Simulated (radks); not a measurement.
# Kr inside a hard spherical wall

What does compression do to the levels of Kr? A hard sphere of shrinking radius stands in for pressure; the configuration is held at [Kr].

The numbers are computed with radks (a radial shooting solver on a logarithmic mesh, Libxc functionals) version 1 (scalar-relativistic Kohn-Sham, r2SCAN, spin-polarised, spherical densities, finite nucleus), except any that are marked as measured or tabulated.

**1. Starting point**

- element: krypton (Z = 36)
- charge: 0
- electrons: 36
- configuration: [Kr]
- nuclear rms radius: 4.1884 fm

Outer shells as boxes (Hund's rule):

Kr
```
[Ar] core
3d [↑↓][↑↓][↑↓][↑↓][↑↓]
4s [↑↓]
4p [↑↓][↑↓][↑↓]
```

**2. The free atom**

The run's settings:

```text
Z 36
configuration [Kr] 5s0 4d0 5p0
relativity scalar-relativistic
functional r2scan,r2scan
spin polarised
nucleus finite rms 4.1884 fm
c 137.035999084
```

**3. Wall at 20 bohr**

Input: that of step 2 with these lines changed.

```diff
@@ -6,2 +6,3 @@
 nucleus finite rms 4.1884 fm
+wall 20 bohr
 c 137.035999084
```

**4. Wall at 15 bohr**

Input: that of step 3 with these lines changed.

```diff
@@ -6,3 +6,3 @@
 nucleus finite rms 4.1884 fm
-wall 20 bohr
+wall 15 bohr
 c 137.035999084
```

**5. Wall at 10 bohr**

Input: that of step 4 with these lines changed.

```diff
@@ -6,3 +6,3 @@
 nucleus finite rms 4.1884 fm
-wall 15 bohr
+wall 10 bohr
 c 137.035999084
```

**6. Wall at 8 bohr**

Input: that of step 5 with these lines changed.

```diff
@@ -6,3 +6,3 @@
 nucleus finite rms 4.1884 fm
-wall 10 bohr
+wall 8 bohr
 c 137.035999084
```

**7. Wall at 6 bohr**

Input: that of step 6 with these lines changed.

```diff
@@ -6,3 +6,3 @@
 nucleus finite rms 4.1884 fm
-wall 8 bohr
+wall 6 bohr
 c 137.035999084
```

**8. Wall at 5 bohr**

Input: that of step 7 with these lines changed.

```diff
@@ -6,3 +6,3 @@
 nucleus finite rms 4.1884 fm
-wall 6 bohr
+wall 5 bohr
 c 137.035999084
```

**9. Wall at 4 bohr**

Input: that of step 8 with these lines changed.

```diff
@@ -6,3 +6,3 @@
 nucleus finite rms 4.1884 fm
-wall 5 bohr
+wall 4 bohr
 c 137.035999084
```

**10. Wall at 3 bohr**

Input: that of step 9 with these lines changed.

```diff
@@ -6,3 +6,3 @@
 nucleus finite rms 4.1884 fm
-wall 4 bohr
+wall 3 bohr
 c 137.035999084
```

**Question.** What will these runs give? Wanted: for each run, R; E − E(free); ε(4p); ε(5s, empty); ε(5p, empty); ε(4d, empty); pressure.

The runs gave:

```csv
R (bohr),E − E(free) (eV),ε(4p) (eV),"ε(5s, empty) (eV)","ε(5p, empty) (eV)","ε(4d, empty) (eV)",pressure (GPa)
free,0.000,-9.651,-,-,-,0
20,-0.000,-9.651,-,-,-,< 0.0001
15,0.000,-9.651,-,-,-,< 0.0001
10,0.000,-9.650,0.830,2.524,3.382,0.000258
8,0.005,-9.638,1.732,4.342,4.516,0.0123
6,0.163,-9.426,4.656,9.357,6.510,0.670
5,0.914,-8.773,8.945,15.625,8.664,5.48
4,5.340,-6.322,20.264,30.107,13.734,51.9
3,34.256,3.343,56.592,71.731,29.045,637
```

**Reading.** Eigenvalues are for spin up. At the tightest wall, 3 bohr, the energy stands 34.256 eV above the free atom and the pressure, −dE/dV, is 637 GPa. Of the levels in the table that exist at both ends, 4p rises most from the free atom (12.994 eV). From R = 3 bohr inwards the highest occupied level lies above zero, pushed up by confinement. Shells are not refilled when levels cross, and a hard wall is a model, not a crystal.
